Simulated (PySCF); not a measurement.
**CBr: changing the method**

What do other methods print for CBr?

The runs use PySCF 2.14.0; each script names its method and basis.

3 further runs of the same task are left out: 3 that didn't finish.

## (1) Where the work starts

CBr: 2 atoms, charge 0, spin multiplicity 2.

Bond lengths: C1–Br2 2.099 Å.

## (2) The run that the others are compared with

input.py

```python
from pyscf import gto, scf, mp

mol = gto.M(
    atom='C 0 0 0; Br 0 0 2.099',
    basis='def2-svp',
    charge=0,
    spin=1,
    verbose=4,
)
mf = scf.UHF(mol)
mf = mf.density_fit(auxbasis='def2-universal-jkfit')
mf.kernel()
mp.MP2(mf, frozen=10).kernel()
mf.dip_moment()
print('orbital energies (hartree):', [e[max(0, n-3):n+3].round(4) for e, n in zip(mf.mo_energy, mol.nelec)])
```

Launch:

```sh
> python input.py
```

Its log is not repeated here.

It gives: E(SCF) = -2609.767618 Eh, 14 cycles, E(MP2) − E(SCF) = -0.30949 Eh, ⟨S²⟩ = 0.772, μ = 0.51 D (of the SCF density).

The bond length is a typed value, not an optimised one.

## (3) CASCI (ROHF)

Run 1 changes step after the SCF: mp2 → casci; SCF type: UHF → ROHF; active space: none → 7 electrons in 8 orbitals.

input.py

```python
from pyscf import gto, scf, mcscf

mol = gto.M(
    atom='C 0 0 0; Br 0 0 2.099',
    basis='def2-svp',
    charge=0,
    spin=1,
    verbose=4,
)
mf = scf.ROHF(mol)
mf = mf.density_fit(auxbasis='def2-universal-jkfit')
mf.kernel()
mc = mcscf.CASCI(mf, 8, 7)
mc.kernel()
mc.analyze()
mf.dip_moment()
print('orbital energies (hartree):', mf.mo_energy[..., max(0, mol.nelec[1]-3):mol.nelec[0]+3].round(4))
```

Launch:

```sh
> python input.py
```

## (4) Gradient

Run 2 changes step after the SCF: mp2 → gradient.

input.py, as its differences from that of step 2:

```diff
@@ -1,2 +1,2 @@
-from pyscf import gto, scf, mp
+from pyscf import gto, scf
 
@@ -12,3 +12,3 @@
 mf.kernel()
-mp.MP2(mf, frozen=10).kernel()
+mf.nuc_grad_method().kernel()
 mf.dip_moment()
```

## (5) Geometry optimisation

Run 3 changes step after the SCF: mp2 → optimize.

input.py

```python
from pyscf import gto, scf
from pyscf.geomopt.geometric_solver import optimize

mol = gto.M(
    atom='C 0 0 0; Br 0 0 2.099',
    basis='def2-svp',
    charge=0,
    spin=1,
    verbose=4,
)
mf = scf.UHF(mol)
mf = mf.density_fit(auxbasis='def2-universal-jkfit')
mf.kernel()
mol_eq = optimize(mf, maxsteps=30)
print('optimised geometry (angstrom)')
print(mol_eq.tostring('raw'))
print('orbital energies (hartree):', [e[max(0, n-3):n+3].round(4) for e, n in zip(mf.mo_energy, mol.nelec)])
```

## (6) RHF

Run 4 changes SCF type: UHF → RHF.

input.py

```python
from pyscf import gto, scf, mp

mol = gto.M(
    atom='C 0 0 0; Br 0 0 2.099',
    basis='def2-svp',
    charge=0,
    spin=1,
    verbose=4,
)
mf = scf.RHF(mol)
mf = mf.density_fit(auxbasis='def2-universal-jkfit')
mf.kernel()
mp.MP2(mf, frozen=10).kernel()
mf.dip_moment()
print('orbital energies (hartree):', mf.mo_energy[..., max(0, mol.nelec[1]-3):mol.nelec[0]+3].round(4))
```

What does the calculation give? Wanted: for each run, E(SCF); from base; gap, α spin; SCF dipole; after the SCF.

**Answer**, as computed:

| run | E(SCF) (hartree) | from base (eV) | cycles | gap, α spin (eV) | SCF dipole (D) | after the SCF |
| --- | --- | --- | --- | --- | --- | --- |
| base | -2609.767618 | 0 | 14 | 11.09 | 0.51 | MP2 correlation -8.422 eV, core frozen |
| CASCI (ROHF) | -2609.763040 | +0.1246 | 11 | n/a | 0.55 | CASCI correlation -0.983 eV |
| gradient | -2609.767618 | 0.0000 | 14 | 11.09 | 0.51 | n/a |
| geometry optimisation | -2609.767618 | 0.0000 | 14 | 11.09 | n/a | bond 1.832 Å, -0.476 eV |
| RHF | -2609.763040 | +0.1246 | 11 | n/a | 0.55 | MP2 correlation -8.468 eV, core frozen |

SCF columns refer to the geometry typed in the script.

What this shows: The dearest run is “geometry optimisation”, at 5.3 s against 1.3 s.
